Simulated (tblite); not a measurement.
# C4H9NSi2: the cost of one run

Computed with tblite 0.8.0 and PySCF 2.14.0, with density-fitted response routines of our own, on a single molecule in the gas phase. Atoms are numbered from 0 throughout.

## 1. Starting geometry

16 atoms, charge 1, multiplicity 2; geometry from: force field or distance geometry start.

Bonds of the start (Å): C0–C1 1.20, C1–Si2 1.88, Si2–Si3 2.36, Si3–N4 1.70, Si3–C5 1.84, C5–C6 1.33, C0–H7 1.06, Si2–H8 1.49, Si2–H9 1.48, Si3–H10 1.49, N4–H11 1.02, N4–H12 1.01, C5–H13 1.09, C6–H14 1.08, C6–H15 1.10.

## 2. Optimising the geometry with GFN2-xTB

Job settings and geometry (Å):

```
{"job": {"kind": "relax", "xc": "GFN2-xTB", "basis": "xTB"}, "charge": 1, "multiplicity": 2}
C      3.247800     0.668500    -1.316500
C      2.613400     0.524500    -0.308500
Si     1.666400     0.279500     1.298400
Si    -0.634500     0.230900     0.780800
N     -1.250500     1.648200     0.083500
C     -1.023300    -1.128400    -0.401900
C     -2.240800    -1.585800    -0.698500
H      3.801800     0.812800    -2.210500
H      1.961800     1.386500     2.246400
H      2.054100    -1.001900     1.938500
H     -1.434200     0.020300     2.018900
H     -2.252300     1.528700    -0.074000
H     -0.850400     1.765900    -0.841400
H     -0.148200    -1.565000    -0.891100
H     -2.372900    -2.384300    -1.412600
H     -3.145800    -1.191400    -0.222700
```

Launch:

```bash
OMP_NUM_THREADS=1 python probes_run.py task.json out
```

One launch serves the whole session: the jobs run in the order shown.

Q: Estimate the wall time of this first job on 1 thread of Arm Neoverse V2, shared host.

About 1.2 s.
